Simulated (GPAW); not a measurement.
Crystal: EuMo.

```
Eu Mo
1.0
     3.53145    0.00000    0.00000
     0.00000    3.53145    0.00000
     0.00000    0.00000    3.53145
Eu Mo
1 1
Cartesian
  1.7657 1.7657 1.7657
  0.0000 0.0000 0.0000
```

The cell was built by a generator and needn't be a form met in nature.

- Program: GPAW 26.7.0
- Task: relaxation of cell and atoms
- Functional: LDA
- Potentials or basis: the program's PAW data sets (release 1.2.1) made for this functional
- Cutoff: 800 eV
- Basis: pw
- k mesh: 6 × 6 × 6
- Occupations: fermi-dirac, width 0.05 eV
- Spin: collinear spin, ferromagnetic start
- Starting moments: [7.0, 1.0] μB

At the start: pressure -8.4 GPa; volume 22.02 Å³/atom.

Problem. Where does the relaxation end?

Solution. Over 5 steps the energy falls by 70.2 meV/atom and the volume is 19.62 Å³/atom (-10.9 %); space group Pm-3m (No. 221, to 0.05 Å); moment 6.14 μB per cell.

The path:
```
step  energy change (eV)  largest force (eV/Å)  pressure (GPa)  volume (Å³)
   1              0.0000                0.0000           -8.37        44.04
   2             -0.0521                0.0000           -7.00        42.97
   3             -0.1360                0.0000            1.82        38.52
   4             -0.1404                0.0000           -0.20        39.32
   5             -0.1404                0.0000            0.00        39.24
```

Final structure:
```yaml
crystal:
  lattice:
    - [3.39819, 0.00000, 0.00000]
    - [0.00000, 3.39819, 0.00000]
    - [0.00000, 0.00000, 3.39819]
  atoms:
    - { symbol: Eu, position: [0.50000, 0.50000, 0.50000] }
    - { symbol: Mo, position: [0.00000, 0.00000, 0.00000] }
```

Caveat: one-centre terms of the f shell are cut off; each step starts from the last one's moments, so a moment once lost doesn't come back; later steps reuse the first step's grids; without U or exact exchange the open f shell lies at the Fermi level, which spoils levels, moments and volumes.
